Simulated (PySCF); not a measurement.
# CH3FNSi: the cost of one run

Programs: PySCF 2.14.0. All values are calculated, for the isolated system unless a continuum is named. Atoms count from 0, parts from 1.

### Step 1. The system as given

7 atoms, charge -1, multiplicity 1; geometry: GFN2-xTB. Parts: 1 = atoms 0–5, `N#C[SiH3]`, charge 0; 2 = atom 6, `[F-]`, charge -1. In the given geometry Si0 and F6 of different parts are bonded (1.76 Å), so values for the parts refer to these atom groups.

### Step 2. Relaxing the molecule at PBE0-D3(BJ)/def2-SVPD

The job: settings as JSON, then the geometry in Å.

```
{"job": {"xc": "PBE0", "basis": "def2-SVPD", "d3": "d3bj", "grid": 2, "kind": "geom", "shake": 0.01}, "charge": -1, "multiplicity": 1, "parts": [{"atoms": "0-5", "charge": 0, "multiplicity": 1}, {"atoms": "6-6", "charge": -1, "multiplicity": 1}]}
Si    -0.647028     0.499269    -0.416690
C      0.808105    -0.495019     0.343416
N      1.670587    -1.097956     0.783877
H      0.133750     1.789910    -0.276745
H     -0.575627    -0.267651    -1.687755
H     -1.567993     0.069121     0.666576
F     -1.977460     1.426690    -1.101959
```

The run is started by

```console
> OMP_NUM_THREADS=1 python cluster_run.py task.json out
```

One launch serves the whole session: the jobs run in the order shown.

**Question.** How long does this first job take on 1 thread of Intel Xeon Platinum 8488C, shared host, and how much memory does it need?

About 31 s, with a peak of 0.51 GiB.
